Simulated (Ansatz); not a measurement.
# C2In radical (SMILES [C]1#[C][In]1): a short trajectory

The task is to watch the atoms for 40 steps of 0.5 fs, started with velocities for 1500 K and run with a Nosé-Hoover thermostat.

Method: PBE-D4/def2-SVP, unrestricted; program: Ansatz 0.2.0, Gaussian basis.

2 further runs of the same task are left out: 2 that didn't finish.

## 1. Starting geometry

SMILES `[C]1#[C][In]1`, 3 atoms, charge 0, spin multiplicity 2.

Atoms are counted from 1 here; the program's logs count them from 0.

Bond lengths: C1–C2 1.225 Å, C2–In3 2.281 Å. Angles: C1–C2–In3 97.0°.

Geometry (Å):

```xyz
3
C2In
C    -0.1548    1.1702    0.0465
C    -0.7112    0.1622   -0.3708
In    0.8661   -1.3324    0.3244
```

## 2. Dynamics

md/in.yaml

```yaml
crystal:
  periodic: [false, false, false]
  atoms:
    - {symbol: C, position_ang: [-0.154840, 1.170210, 0.046460]}
    - {symbol: C, position_ang: [-0.711220, 0.162240, -0.370840]}
    - {symbol: In, position_ang: [0.866060, -1.332440, 0.324380]}
basis:
  gaussian: {orbitals: def2-SVP}
magnetization: {spin_polarized: true, initial_magnetization: 1}
hamiltonian: {xc: pbe, dispersion: d4}
md: {n_steps: 40, timestep: 0.5, temperature: 1500, ensemble: nvt_nose_hoover, seed: 696, initial_velocities: maxwell_boltzmann}
```

Launch:

```console
ansatz run in.yaml --threads 2 --pin off --events-out ev --progress --plain --max-ram 3481MiB
```

What does the calculation give? Wanted: temperature at the start; mean temperature, second half; lowest and highest potential energy, from the first frame; largest change of potential + kinetic.

As calculated:

| quantity | value |
| --- | --- |
| length | 40 steps, 20.0 fs |
| temperature at the start | 1500 K |
| mean temperature, second half | 1632 K |
| lowest and highest potential energy, from the first frame | -117 and 124 meV |
| largest change of potential + kinetic | 1.1 meV |

**Reading.** The thermostat trades energy with the molecule, so the sum of potential and kinetic energy isn't conserved: it changes by -1 meV over the run. With 3 atoms the instant temperature spans 547 to 2396 K. No bond breaks or forms, judged by distance.
